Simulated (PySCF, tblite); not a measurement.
# C₅H₉NSSi₂: geometry, infrared bands and NMR shifts

Aim: predict the infrared bands and NMR shifts of C₅H₉NSSi₂ (`S[SiH2][SiH2]c1ccncc1`).

The runs use tblite 0.8.0 and PySCF 2.14.0, with density-fitted response routines of our own; the level of theory stands in each step. All values are computed, except where a source is named. Atoms count from 0, in the outputs and in this text.

### 1 The starting structure

18 atoms, charge 0, multiplicity 1; geometry from: force field or distance geometry start.

Bonds of the start (Å): S0–Si1 2.16, Si1–Si2 2.19, Si2–C3 1.84, C3–C4 1.38, C4–C5 1.39, C5–N6 1.34, N6–C7 1.35, C7–C8 1.38, C8–C3 1.38, S0–H9 1.41, Si1–H10 1.49, Si1–H11 1.49, Si2–H12 1.47, Si2–H13 1.49, C4–H14 1.09, C5–H15 1.10, C7–H16 1.08, C8–H17 1.06.

### 2 Geometry optimisation with GFN2-xTB

What the job is given:

```
{"job": {"kind": "relax", "xc": "GFN2-xTB", "basis": "xTB"}, "charge": 0, "multiplicity": 1}
S      3.930500    -0.270000     0.979100
Si     2.403200    -1.262300    -0.175800
Si     1.137400     0.224600    -1.169800
C     -0.622400     0.218400    -0.642700
C     -1.238500    -0.898400    -0.106600
C     -2.571100    -0.769600     0.250300
N     -3.239500     0.387600     0.108900
C     -2.664600     1.498600    -0.389600
C     -1.341700     1.391100    -0.766800
H      4.465200     0.836300     0.291600
H      1.619100    -2.168400     0.713300
H      3.150500    -2.058900    -1.186400
H      1.189000     0.141100    -2.632600
H      1.654900     1.580300    -0.847600
H     -0.711600    -1.843000     0.013000
H     -3.068300    -1.653400     0.683300
H     -3.242400     2.409500    -0.489500
H     -0.858400     2.242600    -1.173300
```

Command:

```console
$ OMP_NUM_THREADS=1 python probes_run.py task.json out
```

One launch serves the whole session: the jobs run in the order shown.

**Question.** This job is followed by: GFN2-xTB harmonic vibrations, gas phase; GIAO PBE0/pcSseg-1 NMR shielding, non-relativistic, gas phase. What will the session give for the following? strongest single infrared mode (GFN2-xTB); zero-point energy (GFN2-xTB); ¹³C shifts against TMS (PBE0/pcSseg-1, means over atoms taken as alike); ¹H shifts against TMS (PBE0/pcSseg-1, means over atoms taken as alike); ³³S shifts against CS2 (PBE0/pcSseg-1); ²⁹Si shifts against TMS (PBE0/pcSseg-1); ¹⁵N shifts against NH3 (PBE0/pcSseg-1); surface potential, 1st and 99th percentile.

As calculated:

```
                                                               quantity                              value
                              strongest single infrared mode (GFN2-xTB)               631 cm⁻¹, 749 km/mol
                                           zero-point energy (GFN2-xTB)                      73.7 kcal/mol
¹³C shifts against TMS (PBE0/pcSseg-1, means over atoms taken as alike)            155.3, 144.9, 134.5 ppm
 ¹H shifts against TMS (PBE0/pcSseg-1, means over atoms taken as alike)  8.93, 7.45, 4.78, 4.58, -0.35 ppm
                                 ³³S shifts against CS2 (PBE0/pcSseg-1)                           -281 ppm
                                ²⁹Si shifts against TMS (PBE0/pcSseg-1)                   -58.7, -66.4 ppm
                                 ¹⁵N shifts against NH3 (PBE0/pcSseg-1)                          363.9 ppm
                                  surface potential, 1st and 99th percentile                 -1.53 V and 1.47 V
```

What this shows: Over 212 steps the energy fell by 0.666 eV; of the close pairs, Si1–Si2 changed most, 2.191 to 2.320 Å. All 48 modes are real, so the xTB geometry is a minimum. GFN2-xTB is a fitted tight-binding method: band positions and strengths are rough. Its intensities can rank the bands wrongly. At PBE0/pcSseg-1: Shielding is most anisotropic at N6 (span 734 ppm, paramagnetic term -428 ppm). NICS(1)zz of -28 ppm above the planar ring from C3 marks a diatropic (aromatic) ring current. By nearest atom (PBE0/pcSseg-1), the HOMO sits on S0 56 %; N6 8 % and the LUMO on C3 24 %; N6 19 %.
